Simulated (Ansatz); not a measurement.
# CH5BrSeSi: the cost of one run

All numbers below are computed with Ansatz 0.2.0 (RKS BLYP-D4/def2-SVP).

### Step 1. Starting point

Bond lengths: C1–Si2 1.808 Å, Si2–Se3 2.250 Å, Si2–Br4 2.261 Å, C1–H5 1.125 Å, C1–H6 1.146 Å, C1–H7 1.116 Å, Si2–H8 1.432 Å, Se3–H9 1.508 Å. Angles: C1–Si2–Se3 108.4°, C1–Si2–Br4 109.4°, C1–Si2–H8 110.9°, Se3–Si2–Br4 107.8°, Se3–Si2–H8 108.5°, Br4–Si2–H8 111.8°, Si2–C1–H5 112.1°, Si2–C1–H6 111.9°, Si2–C1–H7 113.1°, H5–C1–H6 103.8°, H5–C1–H7 107.2°, H6–C1–H7 108.1°, Si2–Se3–H9 92.8°.

As a file:

```xyz
9

C    -0.7131    0.7742   -0.4314
Si   -0.1161   -0.7135    0.4054
Se    1.8183   -0.2165    1.4416
Br    0.3138   -2.3165   -1.1297
H    -0.9313    1.6078    0.2926
H    -1.7169    0.5965   -0.9557
H     0.0072    1.1723   -1.1856
H    -1.0568   -1.1591    1.3889
H     2.4835    0.2085    0.1568
```

### Step 2. End point A

The input, input.yaml:

```yaml
crystal:
  periodic: [false, false, false]
  atoms:
    - { symbol: C, position_ang: [-0.7131, 0.7742, -0.4314] }
    - { symbol: Si, position_ang: [-0.1161, -0.7135, 0.4054] }
    - { symbol: Se, position_ang: [1.8183, -0.2165, 1.4416] }
    - { symbol: Br, position_ang: [0.3138, -2.3165, -1.1297] }
    - { symbol: H, position_ang: [-0.9313, 1.6078, 0.2926] }
    - { symbol: H, position_ang: [-1.7169, 0.5965, -0.9557] }
    - { symbol: H, position_ang: [0.0072, 1.1723, -1.1856] }
    - { symbol: H, position_ang: [-1.0568, -1.1591, 1.3889] }
    - { symbol: H, position_ang: [2.4835, 0.2085, 0.1568] }
basis:
  gaussian: { orbitals: def2-SVP }
hamiltonian:
  xc: blyp
  dispersion: d4
relax:
  f_tol: 0.02
  max_steps: 50
```

Command:

```console
> ansatz run input.yaml --threads 2 --pin off --max-ram 3072MiB --backend cpu --events-out ev --progress --plain --runs-dir out
```

**Question.** How long does this run take on 2 threads of Intel Xeon Platinum 8488C (Sapphire Rapids), shared host, and how much memory does it need?

About 15 s, with a peak of 0.19 GiB.
